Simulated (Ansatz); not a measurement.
# CF2InN (SMILES N#[C][In]([F])[F]): a rigid scan of the bond length N1–C2

The task here is to estimate one member of a computed series from the others.

The runs use Ansatz 0.2.0, Gaussian basis; single points in def2-TZVPP.

Levels: PBE-D4, r2SCAN-D4, PBE0-D4, B3LYP-D4, wB97M-V, Hartree-Fock, MP2, CCSD, CCSD(T). The scan takes 1.037, 1.060, 1.094, 1.133, 1.177, 1.224, 1.274, 1.327, 1.382 Å.

Cores are frozen in the correlated methods. Filled d shells of the heavier atoms are correlated. Core potentials replace the inner electrons past krypton, and spin-orbit coupling is left out. B3LYP uses VWN-RPA correlation.

28 further runs of the same task are left out: 28 set aside as unsound or not needed.

**The starting structure**

The minimum, relaxed at PBE0-D4: SMILES `N#[C][In]([F])[F]`, 5 atoms, charge 0, spin multiplicity 1.

Atoms are counted from 1 here; the program's logs count them from 0.

Bond lengths: N1–C2 1.152 Å, C2–In3 2.072 Å, In3–F4 1.919 Å, In3–F5 1.919 Å. Angles: N1–C2–In3 180.0°, C2–In3–F4 123.5°, C2–In3–F5 123.5°, F4–In3–F5 112.9°.

As a file:

```
N     1.29799   -1.59222    1.58959
C     0.72487   -0.89026    0.87856
In   -0.30603    0.37229   -0.40027
F    -1.87210   -0.15482   -1.37552
F     0.20508    2.19141   -0.73366
```

Energies of the minimum (eV), from earlier single points: PBE-D4 -13130.91776, r2SCAN-D4 -13137.12085, PBE0-D4 -13130.59868, B3LYP-D4 -13140.72061, wB97M-V -13135.64489, CCSD(T) -13108.21831.

At the minimum the bond length N1–C2 is 1.152 Å.

The first run:

The input, ccsdt-tzvpp/in.yaml:

```yaml
crystal:
  periodic: [false, false, false]
  atoms:
    - {symbol: N, position_ang: [1.297993, -1.592218, 1.589587]}
    - {symbol: C, position_ang: [0.782015, -0.960258, 0.949461]}
    - {symbol: In, position_ang: [-0.248882, 0.302299, -0.329372]}
    - {symbol: F, position_ang: [-1.814954, -0.224817, -1.304619]}
    - {symbol: F, position_ang: [0.262227, 2.121410, -0.662755]}
basis:
  gaussian: {orbitals: def2-TZVPP}
correlation: {method: ccsd_t}
```

No record of the launch command was kept for these runs.

Steps of the session up to this table: N1–C2 = 1.037 Å; N1–C2 = 1.060 Å; N1–C2 = 1.094 Å; N1–C2 = 1.133 Å; N1–C2 = 1.177 Å; N1–C2 = 1.224 Å; N1–C2 = 1.274 Å; N1–C2 = 1.327 Å; N1–C2 = 1.382 Å.

One table of the session follows, with a row left open; its other results are not shown here.

Energies less that of the minimum at the same level (meV):

```
bond length (Å)  PBE-D4  PBE0-D4  B3LYP-D4  wB97M-V  Hartree-Fock
          1.037    1219     1048      1043     1024           734
          1.060       ?        ?         ?        ?             ?
          1.094     323      234       235      220            67
          1.133      52       23        24       18           -33
1.152 (minimum)       0        0         0        0             0
          1.177      -3       37        34       44           114
          1.224     159      276       265      296           504
          1.274     513      715       692      752          1111
          1.327    1031     1325      1284     1381          1908
          1.382    1668     2060      1996     2138          2844
```

**Question.** Estimate the row for bond length (Å) = 1.060.

Worked estimate for «PBE-D4». A straight line through the neighbours (1.037, 1219) and (1.094, 323) gives 1219 + (323 − 1219) × (1.060 − 1.037) / (1.094 − 1.037) = 857; a parabola fitted to 3 rows on both sides gives 786.

**Answer.** PBE-D4: 775; PBE0-D4: 636; B3LYP-D4: 635; wB97M-V: 616; Hartree-Fock: 380. In «PBE-D4» the line misses by +82 and the parabola by +11.
